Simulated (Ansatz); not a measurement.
# BGeH₉Si₂: how energies converge with the basis set

The task here is to estimate one member of a computed series from the others.

Computed with Ansatz 0.2.0, Gaussian basis. Level: one geometry, several basis sets.

Plan: PBE0-D4/def2-SVP; ωB97M-V/def2-SVP; PBE0-D4/def2-QZVPP; ωB97M-V/def2-QZVPP; the functionals' def2-TZVPP values are taken from earlier runs.

### The geometry

An earlier PBE0-D4 in a triple-zeta def2 set relaxation fixed the geometry.

13 atoms, charge 0, spin multiplicity 1.

Atoms are counted from 1 here; the program's logs count them from 0.

Bond lengths: B1–Si2 1.983 Å, B1–H5 1.196 Å, B1–H6 1.195 Å, Si2–Ge3 2.404 Å, Si2–H7 1.489 Å, Si2–H8 1.488 Å, Ge3–Si4 2.379 Å, Ge3–H9 1.541 Å, Ge3–H10 1.541 Å, Si4–H11 1.487 Å, Si4–H12 1.487 Å, Si4–H13 1.487 Å. Angles: Si2–B1–H5 120.6°, Si2–B1–H6 121.1°, H5–B1–H6 118.0°, B1–Si2–Ge3 100.6°, B1–Si2–H7 115.4°, B1–Si2–H8 116.0°, Ge3–Si2–H7 106.5°, Ge3–Si2–H8 108.1°, H7–Si2–H8 109.3°, Si2–Ge3–Si4 110.8°, Si2–Ge3–H9 109.8°, Si2–Ge3–H10 108.6°, Si4–Ge3–H9 109.7°, Si4–Ge3–H10 110.2°, H9–Ge3–H10 107.6°, Ge3–Si4–H11 109.7°, Ge3–Si4–H12 111.3°, Ge3–Si4–H13 109.3° and more.

Coordinates:

```
B    -1.8855    1.2402   -0.3777
Si   -1.6055   -0.7230   -0.3600
Ge    0.7757   -0.8328   -0.6709
Si    1.9115    0.3056    1.0816
H    -1.7498    1.8837    0.6208
H    -2.0713    1.8273   -1.4022
H    -1.8931   -1.3961    0.9362
H    -2.2510   -1.4836   -1.4643
H     1.1548   -0.2085   -2.0272
H     1.1992   -2.3144   -0.7048
H     1.4883   -0.2463    2.3956
H     3.3857    0.1628    0.9511
H     1.5615    1.7505    1.0367
```

The first run:

Contents of in.yaml:

```yaml
crystal:
  periodic: [false, false, false]
  atoms:
    - {symbol: B, position_ang: [-1.885513, 1.240177, -0.377740]}
    - {symbol: Si, position_ang: [-1.605508, -0.722982, -0.360040]}
    - {symbol: Ge, position_ang: [0.775662, -0.832843, -0.670875]}
    - {symbol: Si, position_ang: [1.911471, 0.305642, 1.081628]}
    - {symbol: H, position_ang: [-1.749783, 1.883747, 0.620777]}
    - {symbol: H, position_ang: [-2.071268, 1.827337, -1.402185]}
    - {symbol: H, position_ang: [-1.893060, -1.396146, 0.936184]}
    - {symbol: H, position_ang: [-2.251048, -1.483597, -1.464333]}
    - {symbol: H, position_ang: [1.154807, -0.208484, -2.027199]}
    - {symbol: H, position_ang: [1.199196, -2.314362, -0.704850]}
    - {symbol: H, position_ang: [1.488320, -0.246291, 2.395617]}
    - {symbol: H, position_ang: [3.385713, 0.162801, 0.951072]}
    - {symbol: H, position_ang: [1.561510, 1.750503, 1.036745]}
basis:
  gaussian: {orbitals: def2-SVP}
hamiltonian: {xc: pbe0, dispersion: d4}
output: {orbitals: {seedname: orbitals}}
```

The run is started by

```bash
ansatz run in.yaml --threads 4 --pin off --events-out ev --progress --plain --max-ram 10444MiB
```

Steps of the session up to this table: PBE0-D4 in def2-SVP; ωB97M-V in def2-SVP; PBE0-D4 in def2-QZVPP; ωB97M-V in def2-QZVPP.

One of the session's tables, all rows but one given; the rest of the session is left out.

It belongs to the step «Functionals by basis». 

```
functional       basis  HOMO (eV)  LUMO (eV)
   PBE0-D4    def2-SVP      -7.76      -2.45
   PBE0-D4  def2-TZVPP      -7.72      -2.48
   PBE0-D4  def2-QZVPP      -7.72      -2.49
   ωB97M-V    def2-SVP          ?          ?
   ωB97M-V  def2-TZVPP      -9.66      -0.60
   ωB97M-V  def2-QZVPP      -9.66      -0.64
```

Estimate the missing values for ωB97M-V, def2-SVP.

**Answer.** HOMO (eV): -9.66; LUMO (eV): -0.47.
